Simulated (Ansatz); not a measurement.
# Sr2Tm: the cost of one run

Computed with Ansatz 0.2.0 (DFT PBE, scalar-relativistic, plane waves, PAW; 4f electrons in the core of a trivalent norm-conserving potential, unless a step's input says otherwise).

1 further run of the same task is left out (it didn't finish). Runs told in other sessions of the task aren't counted.

### 1 Starting point

Symmetry: F-43m, No. 216, cubic system. Conventional cell: a = 6.792 Å, b = 6.792 Å, c = 6.792 Å, α = 90.00°, β = 90.00°, γ = 90.00°. Around Sr (site symmetry -43m) lie 4 Sr at 2.94 Å and 4 Tm at 2.94 Å. Sr (site symmetry -43m) is surrounded by 4 Sr at 2.94 Å. Around Tm (site symmetry -43m) lie 4 Sr at 2.94 Å.

Coordinates:

```cif
data_structure
_symmetry_space_group_name_H-M 'P 1'
_symmetry_Int_Tables_number 1
_cell_length_a 4.8025
_cell_length_b 4.8025
_cell_length_c 4.8025
_cell_angle_alpha 60.000
_cell_angle_beta 60.000
_cell_angle_gamma 60.000
_cell_volume 78.32
loop_
_atom_site_label
_atom_site_type_symbol
_atom_site_fract_x
_atom_site_fract_y
_atom_site_fract_z
_atom_site_occupancy
Sr1 Sr 0.25000 0.25000 0.25000 1
Sr2 Sr 0.50000 0.50000 0.50000 1
Tm1 Tm 0.00000 0.00000 0.00000 1
```

The cell is invented: species swapped into a database cell of Cu2Se (F-43m, No. 216), with Sr on the Cu sites and Tm on the Se sites. Its size is a rough estimate.

### 2 A first look at the guess

The input, input.yaml:

```yaml
crystal:
  lattice:
    - [0.0, 3.39585902, 3.39585902]
    - [3.39585902, 0.0, 3.39585902]
    - [3.39585902, 3.39585902, 0.0]
  atoms:
    - { symbol: Sr, position: [0.25, 0.25, 0.25] }
    - { symbol: Sr, position: [0.5, 0.5, 0.5] }
    - { symbol: Tm, position: [0.0, 0.0, 0.0] }
basis:
  ecutwfc: 690
kpoints:
  mp_grid: { grid: [4, 4, 4] }
hamiltonian:
  xc: pbe
  pseudopotentials:
    kind: paw
    azcp: { Tm: "pseudopotentials/pbe/nc/lanthanide_3plus/Tm.nc.azcp" }
scf:
  occupations: { method: gaussian, width: 0.1 }
  lower_state_search: "off"
output:
  forces: true
  stress: true
  eigenvalues: true
```

On the command line:

```
ansatz run input.yaml --threads 1 --pin off --max-ram 2560MiB --backend cpu --events-out ev --progress --plain --runs-dir out
```

What time and memory should one allow on 1 thread of Intel Xeon at 2.50GHz (Skylake/Cascade Lake), shared host?

About 6.6 s, with a peak of 0.34 GiB.
